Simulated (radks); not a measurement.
# B in 1s1 2s2 2p1 3s1: an all-electron calculation

One table from this session's results is given with a row withheld; the runs are named, their logs left out.

Method: scalar-relativistic Kohn-Sham, PBE, spin-unpolarised, spherical densities, finite nucleus. Code: radks (a radial shooting solver on a logarithmic mesh, Libxc functionals) version 1.

## The atom as given

```
element            : boron (Z = 5)
charge             : 0
electrons          : 5
configuration      : 1s1 2s2 2p1 3s1
nuclear rms radius : 2.406 fm
```

The outer shells:

B
```
1s [↑ ]
2s [↑↓]
2p [↑ ][  ][  ]
3s [↑ ]
```

The first run:

The run's settings:

```text
Z 5
configuration 1s1 2s2 2p1 3s1
relativity scalar-relativistic
functional pbe,pbe
spin unpolarised
nucleus finite rms 2.406 fm
c 137.035999084
```

One of the session's tables, all rows but one given; the rest of the session is left out.

It belongs to the step «Orbitals and density». Radial moments (bohr):

| level | <r> | outermost maximum (interpolated) | 90 % within | nodes |
| --- | --- | --- | --- | --- |
| 1s | 0.3092 | 0.202 | 0.552 | 0 |
| 2s | ? | ? | ? | ? |
| 2p | 1.518 | 1.12 | 2.53 | 0 |
| 3s | 5.992 | 5.21 | 8.91 | 2 |

Estimate the missing values for 2s.

The run gave: <r>: 1.577; outermost maximum (interpolated): 1.27; 90 % within: 2.47; nodes: 1. In the column «<r>» it lies between 2p (1.518) and 3s (5.992).
